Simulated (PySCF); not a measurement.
# GdH3S3 (Gd(SH)3): the cost of one run

Method: PBE, Gd lcecp-1-SVP with ECP53, S def2-SVP, H def2-SVP; scalar-relativistic core potentials, no spin–orbit coupling; program: PySCF 2.14.0.

3 further runs of the same task are left out: 2 for a known fault of the program, 1 that didn't finish.

## 1. Where the work starts

7 atoms, charge 0, spin multiplicity 1.

Bond lengths: Gd1–S2 2.609 Å, Gd1–S4 2.609 Å, Gd1–S6 2.609 Å, S2–H3 1.366 Å, S4–H5 1.366 Å, S6–H7 1.366 Å. Angles: S2–Gd1–S4 119.4°, S2–Gd1–S6 119.4°, S4–Gd1–S6 119.4°, Gd1–S2–H3 93.1°, Gd1–S4–H5 93.1°, Gd1–S6–H7 93.1°.

Coordinates:

```csv
atom,x (Å),y (Å),z (Å)
Gd1,0.0000,0.0000,0.7985
S2,2.5689,-0.4044,1.0029
H3,2.8524,0.9317,1.0384
S4,-0.9342,2.4269,1.0029
H5,-2.2331,2.0044,1.0384
S6,-1.6347,-2.0225,1.0029
H7,-0.6193,-2.9361,1.0384
```

Formal oxidation states: Gd +3. Each metal's 7 4f electrons lie in its core potential, so multiplicities, spins and levels count the valence alone. An earlier session relaxed this geometry at PBE, Gd lcecp-1-SVP with ECP53, S def2-SVP, H def2-SVP (singlet, point group C3).

Its energy there is -1231.554100 Eh.

## 2. Atoms moved at random, σ = 0.1 Å

Input file run.py (the lines that set the calculation):

```python
mol = gto.M(atom='''
Gd    -0.03562    -0.18541     0.92994
S      2.59520    -0.24307     0.94870
H      2.74220     1.04748     0.95726
S     -0.84807     2.33494     1.12521
H     -2.27797     1.88622     0.99207
S     -1.53738    -1.96928     1.03820
H     -0.63836    -2.87089     0.93127''',
    basis={'Gd': 'lcecp-1-SVP', 'S': 'def2-SVP', 'H': 'def2-SVP'},
    ecp={'Gd': 'lcecp-1-SVP'},
    charge=0, spin=0)
mf = dft.RKS(mol, xc='PBE')
mf.grids.atom_grid = (50, 194)  # f atoms: unpruned, at least (60, 302)
mf = mf.density_fit()  # fitting sets: Gd AutoAux, S def2-universal-JKFIT, H def2-universal-JKFIT
mf.conv_tol = 1e-08; mf.max_cycle = 55
mf.kernel(dm0)  # dm0: the density of the relaxed state
```

Run with:

```sh
OMP_NUM_THREADS=2 python run.py
```

**Question.** How long does this run take on 2 threads of Intel Xeon 6975P-C (Granite Rapids), shared host?

About 5 s.
